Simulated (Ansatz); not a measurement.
# Ba7Al13: the cost of one run

Method: DFT, PBE, plane-wave PAW, default files, scalar-relativistic, as far as a step names no other, in Ansatz 0.2.0.

## (1) The system as given

The structure is trigonal, space group P-3m1 (No. 164). The conventional cell has a = 6.061 Å, b = 6.061 Å, c = 17.309 Å, α = 90.00°, β = 90.00°, γ = 120.00°. Ba (site symmetry 3m) is surrounded by 12 Al at 3.53 to 3.55 Å and 4 Ba at 3.70 to 3.71 Å. Ba (site symmetry 3m) has 10 Al at 3.50 to 3.59 Å and 4 Ba at 3.70 to 3.96 Å as nearest neighbours. Ba (site symmetry 3m) has 12 Al at 3.50 to 3.59 Å and 4 Ba at 3.70 to 3.71 Å as nearest neighbours. Ba (site symmetry -3m) is surrounded by 12 Al at 3.90 to 4.11 Å and 6 Ba at 3.96 Å. Around Al (site symmetry 2/m) lie 6 Al at 3.03 to 3.18 Å. Al (site symmetry m) has 4 Al at 2.70 to 2.94 Å as nearest neighbours. Around Al (site symmetry 3m) lie 6 Al at 2.88 to 3.18 Å. Al (site symmetry 3m) is surrounded by 3 Al at 2.70 Å.

Structure file:

```cif
data_structure
_symmetry_space_group_name_H-M 'P 1'
_symmetry_Int_Tables_number 1
_cell_length_a 6.0607
_cell_length_b 6.0607
_cell_length_c 17.3086
_cell_angle_alpha 90.000
_cell_angle_beta 90.000
_cell_angle_gamma 120.000
_cell_volume 550.61
loop_
_atom_site_label
_atom_site_type_symbol
_atom_site_fract_x
_atom_site_fract_y
_atom_site_fract_z
_atom_site_occupancy
Ba1 Ba 0.66667 0.33333 0.32176 1
Ba2 Ba 0.33333 0.66667 0.67824 1
Ba3 Ba 0.66667 0.33333 0.10772 1
Ba4 Ba 0.33333 0.66667 0.89228 1
Ba5 Ba 0.00000 0.00000 0.60678 1
Ba6 Ba 0.00000 0.00000 0.39322 1
Ba7 Ba 0.00000 0.00000 0.00000 1
Al1 Al 0.50000 0.50000 0.50000 1
Al2 Al 0.00000 0.50000 0.50000 1
Al3 Al 0.50000 0.00000 0.50000 1
Al4 Al 0.83842 0.16158 0.78372 1
Al5 Al 0.83842 0.67684 0.78372 1
Al6 Al 0.32316 0.16158 0.78372 1
Al7 Al 0.67684 0.83842 0.21628 1
Al8 Al 0.33333 0.66667 0.34636 1
Al9 Al 0.66667 0.33333 0.65364 1
Al10 Al 0.33333 0.66667 0.09983 1
Al11 Al 0.66667 0.33333 0.90017 1
Al12 Al 0.16158 0.83842 0.21628 1
Al13 Al 0.16158 0.32316 0.21628 1
```

## (2) First run, atoms as given

input.yaml reads:

```yaml
crystal:
  lattice:
    - [6.060746043, 0.0, 0.0]
    - [-3.0303730215, 5.2487600391, 0.0]
    - [0.0, 0.0, 17.30864408]
  atoms:
    - { symbol: Ba, position: [0.6666666667, 0.3333333333, 0.32175514] }
    - { symbol: Ba, position: [0.3333333333, 0.6666666667, 0.67824486] }
    - { symbol: Ba, position: [0.6666666667, 0.3333333333, 0.10771635] }
    - { symbol: Ba, position: [0.3333333333, 0.6666666667, 0.89228365] }
    - { symbol: Ba, position: [0.0, 0.0, 0.60677665] }
    - { symbol: Ba, position: [0.0, 0.0, 0.39322335] }
    - { symbol: Ba, position: [0.0, 0.0, 0.0] }
    - { symbol: Al, position: [0.5, 0.5, 0.5] }
    - { symbol: Al, position: [0.0, 0.5, 0.5] }
    - { symbol: Al, position: [0.5, 0.0, 0.5] }
    - { symbol: Al, position: [0.83842087, 0.16157913, 0.78372245] }
    - { symbol: Al, position: [0.83842087, 0.67684174, 0.78372245] }
    - { symbol: Al, position: [0.32315826, 0.16157913, 0.78372245] }
    - { symbol: Al, position: [0.67684174, 0.83842087, 0.21627755] }
    - { symbol: Al, position: [0.3333333333, 0.6666666667, 0.34636359] }
    - { symbol: Al, position: [0.6666666667, 0.3333333333, 0.65363641] }
    - { symbol: Al, position: [0.3333333333, 0.6666666667, 0.09983454] }
    - { symbol: Al, position: [0.6666666667, 0.3333333333, 0.90016546] }
    - { symbol: Al, position: [0.16157913, 0.83842087, 0.21627755] }
    - { symbol: Al, position: [0.16157913, 0.32315826, 0.21627755] }
kpoints:
  mp_grid: { grid: [6, 6, 2] }
scf:
  occupations: { method: fermi_dirac, width: 0.05 }
hamiltonian:
  xc: pbe
  pseudopotentials: { kind: paw }
output:
  forces: true
  stress: true
  populations: true
  efg:
    quadrupole_moments_barn: { Ba: 0.236, Al: 0.1466 }
    contact_densities: true
  write_density: true
  write_potential: true
  elf: true
  volumetric_format: npy
```

Started as:

```sh
$ ansatz run input.yaml --threads 1 --pin off --max-ram 2560MiB --backend cpu --events-out ev --progress --plain --runs-dir out
```

**Question.** How long does this run take on 1 thread of Intel Xeon Platinum 8488C (Sapphire Rapids), shared host, and how much memory does it need?

About 29 s, with a peak of 1 GiB.
